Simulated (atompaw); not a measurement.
# Pseudopotential generation for platinum: PAW (atompaw), PBE

Task: generate the file, and judge it by its logarithmic derivatives, its ghosts and its cutoff.

Program: atompaw 4.2.0.5. Reference atom: PBE, scalar-relativistic, spherical and spin-unpolarised. All values are calculated.

## (1) Starting point

Typed settings, in words:

* element: platinum (Pt, Z = 78)
* type: PAW
* frozen core: [Xe] 4f14
* valence charge: 10
* reference configuration: 5d9 6s1 6p0
* partial waves: 6s (bound): rc 2.35 bohr; 6s channel at 0.35 Ry: rc 2.35 bohr; 6p (bound, empty): rc 3.00 bohr; 6p channel at 1.2 Ry: rc 3.00 bohr; 5d (bound): rc 3.00 bohr; 5d channel at 2.95 Ry: rc 3.00 bohr
* local potential: troulliermartins scheme with l = 3 at 0.5 Ry, radius 2.65 bohr
* core correction: smooth core density matched at 2.15 bohr
* augmentation charge: sinc compensation charge, radius 2.65 bohr; PAW radius 3.00 bohr; waves and projectors: custom polynom gramschmidtortho

The outer shells as boxes (Hund's rule for the drawing; the calculation is spin-unpolarised):

```
[Xe] core
4f [↑↓][↑↓][↑↓][↑↓][↑↓][↑↓][↑↓]
5d [↑↓][↑↓][↑↓][↑↓][↑ ]
6s [↑ ]
6p [  ][  ][  ]
```

## (2) Generating the potential

Contents of Pt.input:

```
Pt 78
GGA-PBE scalarrelativistic loggrid 2001 logderivrange -2 5 176
6 6 5 4 0 0
6 0 1
6 1 0
5 2 9
0 0 0
c
c
c
c
c
v
c
c
c
c
v
c
c
v
c
2
3.00 2.65 2.65 2.15
y
0.35
n
y
1.2
n
y
2.95
n
custom polynom gramschmidtortho sinc
3 0.5 troulliermartins
2.35
2.35
3.00
3.00
3.00
3.00
PWSCFOUT
UPFDX 0.0125d0 UPFXMIN -7.d0 UPFZMESH 78.d0
END
```

Run with:

```
$ atompaw < Pt.input > Pt.log
```

Q: Predict the outcome of this session. Wanted: cutoffs for 10 and 1 mRy, occupied levels; bound ghosts; largest phase difference near zero energy, channels read; lowest eigenvalue of the overlap; share of valence orbitals outside the PAW sphere; UPF file.

As calculated:

| quantity | value |
| --- | --- |
| cutoffs for 10 and 1 mRy, occupied levels | 12 Ry and 21 Ry |
| bound ghosts | s at -619.78 eV, p at -22.93 eV |
| largest phase difference near zero energy, channels read | 0.014 rad |
| lowest eigenvalue of the overlap (Bessel basis) | 0.041 (s) |
| share of valence orbitals outside the PAW sphere | 6s 40 %, 6p 83 %, 5d 7 % |
| UPF file | written |

In words: It has a bound ghost (s, p), a state that the atom doesn't have, and that rules the file out. By its cutoff, 12 Ry for the looser tolerance, it is soft on the atom at that tolerance. Near zero energy the phases of the channels with partial waves that could be evaluated agree within 0.014 rad.
